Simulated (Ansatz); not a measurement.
# Cl3FH4OSi: a nudged elastic band, and a look at its input

Aim: a nudged elastic band from the structure below. Read the input with care, then see what the program makes of it. The step meant is a ligand exchange through a proton shuttle at charge 0 and multiplicity 1, which changes Si1–O7, H6–F9, H2–H8, Si1–H2, H6–O7, H8–F9.

Program: Ansatz 0.2.0, Gaussian basis. Level of theory: PBE0-D4/def2-SVP. These are calculated values, not measurements.

1 further run of the same task is left out (it didn't finish). Runs told in other sessions of the task aren't counted.

**1. The structure**

| atom | x (Å) | y (Å) | z (Å) |
| --- | --- | --- | --- |
| Si1 | -0.30140 | -1.55790 | 0.06065 |
| H2 | 0.90036 | -1.18905 | 0.80564 |
| Cl3 | -0.00126 | -1.74327 | -1.93528 |
| Cl4 | -0.98091 | -3.34741 | 0.75589 |
| Cl5 | -1.82564 | -0.21052 | 0.40307 |
| H6 | 1.00773 | 1.73679 | -0.10312 |
| O7 | 1.22081 | 0.94408 | -0.60941 |
| H8 | -0.87341 | 1.68861 | 1.00720 |
| F9 | -0.37445 | 2.46434 | 1.14539 |
| H10 | 1.22818 | 1.21443 | -1.53003 |

**2. The run**

Contents of run/in.yaml:

```yaml
crystal:
  periodic: [false, false, false]
  atoms:
    - {symbol: Si, position_ang: [-0.301396, -1.557899, 0.060651]}
    - {symbol: H, position_ang: [0.900356, -1.189051, 0.805643]}
    - {symbol: Cl, position_ang: [-0.001262, -1.743273, -1.935281]}
    - {symbol: Cl, position_ang: [-0.980910, -3.347410, 0.755890]}
    - {symbol: Cl, position_ang: [-1.825644, -0.210520, 0.403074]}
    - {symbol: H, position_ang: [1.007729, 1.736794, -0.103122]}
    - {symbol: O, position_ang: [1.220806, 0.944082, -0.609410]}
    - {symbol: H, position_ang: [-0.873406, 1.688611, 1.007198]}
    - {symbol: F, position_ang: [-0.374452, 2.464336, 1.145390]}
    - {symbol: H, position_ang: [1.228180, 1.214430, -1.530034]}
basis:
  gaussian: {orbitals: def2-SVP}
hamiltonian: {xc: pbe0, dispersion: d4}
neb:
  images: 5
  climbing: true
  max_iterations: 30
  initial_path: idpp
  f_tol: 2.0
  final_atoms:
    - {symbol: Si, position_ang: [-0.273159, -1.019539, -0.951157]}
    - {symbol: H, position_ang: [-0.457949, 0.151675, 2.673215]}
    - {symbol: Cl, position_ang: [-0.021307, -1.751965, -2.820919]}
    - {symbol: Cl, position_ang: [0.037559, -2.517352, 0.372783]}
    - {symbol: Cl, position_ang: [-2.105759, -0.228329, -0.729135]}
    - {symbol: H, position_ang: [0.415514, 1.755729, 0.037352]}
    - {symbol: O, position_ang: [0.778136, 0.204058, -0.683860]}
    - {symbol: H, position_ang: [-0.355681, 0.824830, 2.365555]}
    - {symbol: F, position_ang: [0.263759, 2.566862, 0.474400]}
    - {symbol: H, position_ang: [1.718888, 0.014133, -0.738233]}
```

Run with:

```console
$ ansatz run in.yaml --threads 8 --pin off --events-out ev --progress --plain --max-ram 19148MiB
```

**Question.** What will these runs give? Wanted: this run.

The runs gave:

```
quantity                value
this run            converged
   fault  tolerance too loose
```

**Reading.** The force tolerance of 2 eV/Å lets the band stop early, so its barrier is not a converged value.
